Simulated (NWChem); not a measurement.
# the pair GeH2O2···PF3: a chain of runs

Aim: a single-point energy (singlet GePH2O2F3, PBE0/3-21G), then the energy (singlet GeH2O2, PBE0/3-21G), then a single-point energy (singlet PF3, PBE0/3-21G), then the energy (singlet GeH2O2, PBE0/3-21G), then a single-point energy (singlet PF3, PBE0/3-21G) of F3GeH2O2P and its partners. 

Program for the calculation: NWChem 7.3.0.

## Step 1: The structure to begin with

GePH2O2F3: 9 atoms, total charge 0, spin state singlet. The two molecules were placed rigidly side by side, at 1.1 times their contact distance; the pair isn't optimised.

Bond lengths: O1–Ge2 1.790 Å, Ge2–O3 1.790 Å, F6–P7 1.572 Å, P7–F8 1.572 Å, P7–F9 1.572 Å, O1–H4 0.961 Å, O3–H5 0.961 Å. Angles: O1–Ge2–O3 102.4°, F6–P7–F8 97.6°, F6–P7–F9 97.6°, F8–P7–F9 97.6°, Ge2–O1–H4 118.8°, Ge2–O3–H5 118.8°.

## Step 2: A single-point energy at PBE0/3-21G (run 1)

Contents of sp.nw:

```
start sp
title "F3GeH2O2P PBE0"
memory stack 880 mb heap 220 mb global 1100 mb

geometry noautosym nocenter noautoz
   O    -1.351000   -0.084780   -0.369140
   Ge   -0.326400   -0.881080    0.863560
   O     1.271900   -0.127580    0.578460
   H    -0.950900    0.565520   -0.953240
   H     1.356400    0.527920   -0.119640
   F     2.541720   -0.258220   -3.841720
   P     1.912170    1.093100   -4.339120
   F     0.797390    1.219110   -3.238480
   F     1.010690    0.493910   -5.478490
end

basis "ao basis" spherical bse
   * library 3-21G
end

dft
   xc pbe0
   grid fine
   convergence energy 1e-08
   maxiter 100
   mulliken
   print low
end

task dft energy
```

Run with:

```console
$ nwchem sp.nw > sp.out
```

Standard output:

```text
[...]
 d= 0,ls=0.0,diis     1  -2854.2966372390 -3.44D+03  2.33D-02  1.89D+00     0.9
[...]
 d= 0,ls=0.0,diis    10  -2854.5226583167 -1.53D-09  5.24D-07  7.07D-09     6.2
         Total DFT energy =    -2854.522658316700
      One electron energy =    -5151.447890339947
           Coulomb energy =     1859.222628056407
    Exchange-Corr. energy =     -150.855985861000
 Nuclear repulsion energy =      588.558589827841
[...]
      Total Density - Mulliken Population Analysis
     ---------------------------------------------
    Atom       Charge   Shell Charges
 -----------   ------   -------------------------------------------------------
    1 O    8     8.72   1.98  0.42  2.11  1.49  2.72
    2 Ge  32    31.26   2.00  2.00  5.99  2.00  5.94  0.99  1.01  0.82  0.54  9.96
    3 O    8     8.72   1.98  0.42  2.11  1.49  2.72
    4 H    1     0.65   0.44  0.21
    5 H    1     0.65   0.44  0.21
    6 F    9     9.40   1.98  0.45  2.48  1.55  2.94
    7 P   15    13.78   2.00  1.97  5.85  0.99  1.62  0.74  0.61
    8 F    9     9.42   1.98  0.44  2.48  1.55  2.96
    9 F    9     9.40   1.98  0.45  2.48  1.55  2.94
[...]
```

Run time: 6.9 s. Hardware: 1 thread of AMD EPYC 9R14 (Zen 4), shared host; peak memory 0.12 GiB.

## Step 3: GeH2O2: a single-point energy at PBE0/3-21G (run 2)

Contents of mol.nw:

```
start mol
title "GeH2O2"
memory 2200 mb
geometry units angstrom noautosym nocenter noautoz
 O       -1.351000      -0.084780      -0.369140
 Ge      -0.326400      -0.881080       0.863560
 O        1.271900      -0.127580       0.578460
 H       -0.950900       0.565520      -0.953240
 H        1.356400       0.527920      -0.119640
end
basis spherical bse
 * library 3-21G
end
dft
 xc pbe0
 grid fine
 convergence energy 1e-08
 iterations 100
 mulliken
 print low
end
task dft energy
```

Run with:

```console
$ nwchem mol.nw > mol.out
```

Standard output:

```text
[...]
 d= 0,ls=0.0,diis     1  -2217.2764456977 -2.41D+03  3.12D-02  9.63D-01     0.4
[...]
 d= 0,ls=0.0,diis     7  -2217.3876117493  4.81D-09  4.41D-06  1.53D-07     1.8
         Total DFT energy =    -2217.387611749281
      One electron energy =    -3470.703871601483
           Coulomb energy =     1160.217155161569
    Exchange-Corr. energy =      -96.562992665077
 Nuclear repulsion energy =      189.662097355711
[...]
      Total Density - Mulliken Population Analysis
     ---------------------------------------------
    Atom       Charge   Shell Charges
 -----------   ------   -------------------------------------------------------
    1 O    8     8.72   1.98  0.42  2.11  1.49  2.72
    2 Ge  32    31.25   2.00  2.00  5.99  2.00  5.94  0.99  1.01  0.82  0.54  9.96
    3 O    8     8.72   1.98  0.42  2.11  1.49  2.72
    4 H    1     0.65   0.44  0.21
    5 H    1     0.65   0.44  0.21
[...]
```

It took 2.5 s on 1 thread of AMD EPYC 9R14 (Zen 4), shared host; peak memory 0.11 GiB.

## Step 4: PF3: the energy at PBE0/3-21G (run 3)

Contents of nw.nw:

```
start nw
memory total 2200 mb
geometry noautosym nocenter noautoz
  F        2.541720      -0.258220      -3.841720
  P        1.912170       1.093100      -4.339120
  F        0.797390       1.219110      -3.238480
  F        1.010690       0.493910      -5.478490
end
basis spherical bse
  * library 3-21G
end
dft
  xc pbe0
  grid fine
  convergence energy 1e-08
  maxiter 100
  mulliken
  print low
end
task dft energy
```

Run with:

```console
$ nwchem nw.nw > nw.out
```

Standard output:

```text
[...]
 d= 0,ls=0.0,diis     1   -637.0158071473 -8.28D+02  3.50D-02  9.41D-01     0.2
[...]
 d= 0,ls=0.0,diis     7   -637.1322182067 -4.62D-10  1.45D-06  1.51D-08     1.0
         Total DFT energy =     -637.132218206679
      One electron energy =    -1264.917801309295
           Coulomb energy =      491.316797600740
    Exchange-Corr. energy =      -54.293418868426
 Nuclear repulsion energy =      190.762204370302
[...]
      Total Density - Mulliken Population Analysis
     ---------------------------------------------
    Atom       Charge   Shell Charges
 -----------   ------   -------------------------------------------------------
    1 F    9     9.41   1.98  0.44  2.48  1.55  2.95
    2 P   15    13.78   2.00  1.97  5.85  0.99  1.62  0.74  0.61
    3 F    9     9.41   1.98  0.44  2.48  1.55  2.95
    4 F    9     9.41   1.98  0.44  2.48  1.55  2.95
[...]
```

It took 1.7 s on 1 thread of AMD EPYC 9R14 (Zen 4), shared host; peak memory 0.11 GiB.

## Step 5: GeH2O2 among ghost functions: the energy at PBE0/3-21G (with ghost functions) (run 4)

Contents of calc.nw:

```
start calc
title "GeH2O2 energy"
memory total 2200 mb

geometry noautosym nocenter noautoz
 O     -1.351000    -0.084780    -0.369140
 Ge    -0.326400    -0.881080     0.863560
 O      1.271900    -0.127580     0.578460
 H     -0.950900     0.565520    -0.953240
 H      1.356400     0.527920    -0.119640
 bqF      2.541720    -0.258220    -3.841720
 bqP      1.912170     1.093100    -4.339120
 bqF      0.797390     1.219110    -3.238480
 bqF      1.010690     0.493910    -5.478490
end

basis spherical bse
 O library 3-21G
 Ge library 3-21G
 H library 3-21G
 bqF library F 3-21G
 bqP library P 3-21G
end

dft
 xc pbe0
 grid fine
 convergence energy 1e-08
 maxiter 100
 mulliken
 print low
end

task dft energy
```

Run with:

```console
$ nwchem calc.nw > calc.out
```

Standard output:

```text
[...]
 d= 0,ls=0.0,diis     1  -2217.2765069298 -2.41D+03  1.63D-02  9.63D-01     0.9
[...]
 d= 0,ls=0.0,diis     7  -2217.3876776240  4.78D-09  2.34D-06  1.57D-07     4.0
         Total DFT energy =    -2217.387677623951
      One electron energy =    -3470.700588669473
           Coulomb energy =     1160.213619411385
    Exchange-Corr. energy =      -96.562805721573
 Nuclear repulsion energy =      189.662097355711
[...]
      Total Density - Mulliken Population Analysis
     ---------------------------------------------
    Atom       Charge   Shell Charges
 -----------   ------   -------------------------------------------------------
    1 O    8     8.72   1.98  0.42  2.11  1.49  2.72
    2 Ge  32    31.25   2.00  2.00  5.99  2.00  5.94  0.99  1.01  0.82  0.54  9.96
    3 O    8     8.72   1.98  0.42  2.11  1.49  2.72
    4 H    1     0.65   0.44  0.21
    5 H    1     0.65   0.44  0.21
    6 X    0    -0.00   0.00  0.00  0.00 -0.00 -0.00
    7 X    0     0.00  -0.00 -0.00 -0.00 -0.00 -0.00  0.00  0.00
    8 X    0     0.00  -0.00 -0.00 -0.00 -0.00  0.00
    9 X    0    -0.00   0.00  0.00  0.00 -0.00 -0.00
[...]
```

Run time: 4.8 s. Hardware: 1 thread of AMD EPYC 9R14 (Zen 4), shared host; peak memory 0.12 GiB.

## Step 6: PF3 among ghost functions: a single-point energy at PBE0/3-21G (with ghost functions) (run 5)

Contents of f3p.nw:

```
start f3p
memory 2200 mb

geometry units angstroms noautosym nocenter noautoz
   F     2.541720   -0.258220   -3.841720
   P     1.912170    1.093100   -4.339120
   F     0.797390    1.219110   -3.238480
   F     1.010690    0.493910   -5.478490
   bqO     -1.351000    -0.084780    -0.369140
   bqGe    -0.326400    -0.881080     0.863560
   bqO      1.271900    -0.127580     0.578460
   bqH     -0.950900     0.565520    -0.953240
   bqH      1.356400     0.527920    -0.119640
end

basis spherical bse
   F library 3-21G
   P library 3-21G
   bqO library O 3-21G
   bqGe library Ge 3-21G
   bqH library H 3-21G
end

dft
   xc pbe0
   mult 1
   grid fine
   convergence energy 1e-08
   iterations 100
   mulliken
   print low
end

task dft
```

Run with:

```console
$ nwchem f3p.nw > f3p.out
```

Standard output:

```text
[...]
 d= 0,ls=0.0,diis     1   -637.0167870402 -8.28D+02  1.67D-02  9.40D-01     0.8
[...]
 d= 0,ls=0.0,diis     8   -637.1331861163 -5.40D-10  5.71D-08  3.65D-11     4.6
         Total DFT energy =     -637.133186116280
      One electron energy =    -1264.895859329391
           Coulomb energy =      491.292055561395
    Exchange-Corr. energy =      -54.291586718585
 Nuclear repulsion energy =      190.762204370302
[...]
      Total Density - Mulliken Population Analysis
     ---------------------------------------------
    Atom       Charge   Shell Charges
 -----------   ------   -------------------------------------------------------
    1 F    9     9.40   1.98  0.44  2.48  1.55  2.95
    2 P   15    13.78   2.00  1.97  5.85  0.99  1.62  0.74  0.61
    3 F    9     9.40   1.98  0.44  2.48  1.55  2.95
    4 F    9     9.41   1.98  0.44  2.48  1.55  2.95
    5 X    0    -0.00  -0.00  0.00 -0.00 -0.00 -0.00
    6 X    0    -0.00  -0.00  0.00 -0.00 -0.00 -0.00  0.00 -0.00 -0.00  0.00 -0.00
    7 X    0    -0.00  -0.00  0.00 -0.00 -0.00 -0.00
    8 X    0     0.00  -0.00  0.00
    9 X    0     0.00  -0.00  0.00
[...]
```

It took 5.4 s on 1 thread of AMD EPYC 9R14 (Zen 4), shared host; peak memory 0.12 GiB.

## Step 7: What came out

| quantity | value |
| --- | --- |
| run 1, PBE0/3-21G: total energy | -2854.52266 Eh |
| GeH2O2: total energy | -2217.38761 Eh |
| PF3: total energy | -637.13222 Eh |
| GeH2O2 among ghost functions: total energy | -2217.38768 Eh |
| PF3 among ghost functions: total energy | -637.13319 Eh |
| interaction energy of the rigid parts GeH2O2 and PF3 (parts in their own basis; closest atoms 2.95 Å apart) | -0.077 eV |
| interaction energy of the rigid parts GeH2O2 and PF3 (parts in the whole basis, counterpoise; closest atoms 2.95 Å apart) | -0.049 eV |

**Reading.** The interaction energy of the rigid parts GeH2O2 and PF3 (parts in their own basis; closest atoms 2.95 Å apart) is −0.08 eV (−7.4 kJ/mol): the parts attract. Without counterpoise this holds the superposition error of the basis. The interaction energy of the rigid parts GeH2O2 and PF3 (parts in the whole basis, counterpoise; closest atoms 2.95 Å apart) is −0.05 eV (−1.1 kcal/mol): the parts attract. The basis-set superposition error is 2.7 kJ/mol. Mulliken charges (run 1, PBE0/3-21G) run from -0.72 on O1 to +1.22 on P7.
